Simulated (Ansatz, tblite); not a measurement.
**Ge(GeH3)4 (Ge₅H₁₂): rung by rung**

The task here is to estimate one member of a computed series from the others.

Computed with Ansatz 0.2.0, Gaussian basis. Level: as each input shows.

Levels to be run: GFN1-xTB, GFN2-xTB, PBE-D4/def2-TZVP, r2SCAN-D4/def2-TZVP, revPBE-D4/def2-TZVP, LC-ωPBE/def2-TZVP, PBE-D4/def2-SVP, PBE0-D4/def2-SVP, MP2/def2-TZVP, RPA/def2-TZVP.

4 further runs of the same task are left out: 2 that didn't finish, 2 set aside as unsound or not needed. Runs told in other sessions of the task aren't counted.

**The geometry**

The singlet was relaxed beforehand with PBE0-D4/def2-SVP.

17 atoms, charge 0, spin multiplicity 1.

Bond lengths: Ge1–Ge2 2.428 Å, Ge1–Ge3 2.428 Å, Ge1–Ge4 2.428 Å, Ge1–Ge5 2.428 Å, Ge2–H6 1.541 Å, Ge2–H7 1.541 Å, Ge2–H8 1.541 Å, Ge3–H9 1.541 Å, Ge3–H10 1.541 Å, Ge3–H11 1.541 Å, Ge4–H12 1.541 Å, Ge4–H13 1.541 Å, Ge4–H14 1.541 Å, Ge5–H15 1.541 Å, Ge5–H16 1.541 Å, Ge5–H17 1.541 Å. Angles: Ge2–Ge1–Ge3 109.5°, Ge2–Ge1–Ge4 109.5°, Ge2–Ge1–Ge5 109.5°, Ge3–Ge1–Ge4 109.4°, Ge3–Ge1–Ge5 109.5°, Ge4–Ge1–Ge5 109.4°, Ge1–Ge2–H6 110.2°, Ge1–Ge2–H7 110.3°, Ge1–Ge2–H8 110.2°, H6–Ge2–H7 108.7°, H6–Ge2–H8 108.7°, H7–Ge2–H8 108.7°, Ge1–Ge3–H9 110.2°, Ge1–Ge3–H10 110.3°, Ge1–Ge3–H11 110.1°, H9–Ge3–H10 108.7°, H9–Ge3–H11 108.7°, H10–Ge3–H11 108.7° and more.

Geometry (Å):

```mol
Ge5H12
  3D, bonds by distance, orders not assigned

 17 16  0  0  0  0  0  0  0  0999 V2000
    0.0000   -0.0006    0.0005 Ge  0  0
   -0.0085   -0.0150    2.4288 Ge  0  0
    2.2924    0.0144   -0.8003 Ge  0  0
   -1.1490    1.9824   -0.8023 Ge  0  0
   -1.1346   -1.9823   -0.8259 Ge  0  0
    0.8638   -1.1701    2.9564 H   0  0
   -1.4439   -0.1987    2.9575 H   0  0
    0.5511    1.3144    2.9702 H   0  0
    3.0192   -1.2709   -0.3607 H   0  0
    3.0492    1.2294   -0.2307 H   0  0
    2.3156    0.0945   -2.3387 H   0  0
   -2.6132    1.9801   -0.3230 H   0  0
   -1.1333    2.0212   -2.3423 H   0  0
   -0.4559    3.2506   -0.2687 H   0  0
   -0.5436   -3.2470   -0.1743 H   0  0
   -0.9722   -2.0919   -2.3541 H   0  0
   -2.6371   -1.9105   -0.4924 H   0  0
  1  2  8  0
  1  3  8  0
  1  4  8  0
  1  5  8  0
  2  6  8  0
  2  7  8  0
  2  8  8  0
  3  9  8  0
  3 10  8  0
  3 11  8  0
  4 12  8  0
  4 13  8  0
  4 14  8  0
  5 15  8  0
  5 16  8  0
  5 17  8  0
M  END
```

PBE0-D4/def2-TZVP was run before; its log isn't repeated, and its numbers join the tables.

Set-up of the first run:

Tight binding, by tblite at 300 K electronic temperature and without a spin-polarisation term:

```python
tblite.interface.Calculator('GFN1-xTB', numbers, positions, charge=0, uhf=0).singlepoint()
```

Tight binding, by tblite at 300 K electronic temperature and without a spin-polarisation term:

```python
tblite.interface.Calculator('GFN2-xTB', numbers, positions, charge=0, uhf=0).singlepoint()
```

start.molden holds the orbitals of an earlier run on this state, given as this run's starting guess.

The input, in.yaml:

```yaml
crystal:
  periodic: [false, false, false]
  atoms:
    - {symbol: Ge, position_ang: [0.000032, -0.000612, 0.000495]}
    - {symbol: Ge, position_ang: [-0.008547, -0.015012, 2.428846]}
    - {symbol: Ge, position_ang: [2.292401, 0.014432, -0.800328]}
    - {symbol: Ge, position_ang: [-1.149039, 1.982352, -0.802259]}
    - {symbol: Ge, position_ang: [-1.134646, -1.982262, -0.825944]}
    - {symbol: H, position_ang: [0.863849, -1.170098, 2.956388]}
    - {symbol: H, position_ang: [-1.443930, -0.198721, 2.957541]}
    - {symbol: H, position_ang: [0.551068, 1.314391, 2.970173]}
    - {symbol: H, position_ang: [3.019242, -1.270855, -0.360722]}
    - {symbol: H, position_ang: [3.049245, 1.229417, -0.230655]}
    - {symbol: H, position_ang: [2.315626, 0.094474, -2.338683]}
    - {symbol: H, position_ang: [-2.613213, 1.980134, -0.322979]}
    - {symbol: H, position_ang: [-1.133313, 2.021249, -2.342329]}
    - {symbol: H, position_ang: [-0.455911, 3.250574, -0.268698]}
    - {symbol: H, position_ang: [-0.543586, -3.247026, -0.174309]}
    - {symbol: H, position_ang: [-0.972226, -2.091948, -2.354068]}
    - {symbol: H, position_ang: [-2.637051, -1.910509, -0.492449]}
basis:
  gaussian: {orbitals: def2-TZVP, initial_orbitals: start.molden}
hamiltonian: {xc: pbe, dispersion: d4}
scf: {omitted_lower_state_checks: [starts]}
output: {forces: true, orbitals: {seedname: orbitals}}
```

Started as:

```bash
$ ansatz run in.yaml --threads 4 --pin off --events-out ev --progress --plain --max-ram 4787MiB
```

Among the steps run: PBE-D4/def2-TZVP; r2SCAN-D4/def2-TZVP; revPBE-D4/def2-TZVP; LC-ωPBE/def2-TZVP; PBE-D4/def2-SVP; PBE0-D4/def2-SVP; MP2/def2-TZVP; RPA/def2-TZVP.

One of the session's tables, all rows but one given; the rest of the session is left out.

It belongs to the step «Binding energy». 

| level | binding an atom (eV) |
| --- | --- |
| HF/def2-TZVP | 1.989 |
| PBE-D4/def2-SVP | 2.666 |
| PBE-D4/def2-TZVP | 2.668 |
| revPBE-D4/def2-TZVP | 2.618 |
| r2SCAN-D4/def2-TZVP | 2.724 |
| PBE0-D4/def2-SVP | ? |
| PBE0-D4/def2-TZVP | 2.674 |
| LC-ωPBE/def2-TZVP | 2.662 |
| MP2/def2-TZVP | 2.587 |

Q: Estimate the row for PBE0-D4/def2-SVP from the others.

The run gave: binding an atom (eV): 2.675. In the column «binding an atom (eV)» it lies between PBE0-D4/def2-TZVP (2.674) and r2SCAN-D4/def2-TZVP (2.724).

To keep in mind: Free atoms were run apart at each level; binding is atoms less cluster, divided by the number of atoms, without zero-point or spin-orbit terms.
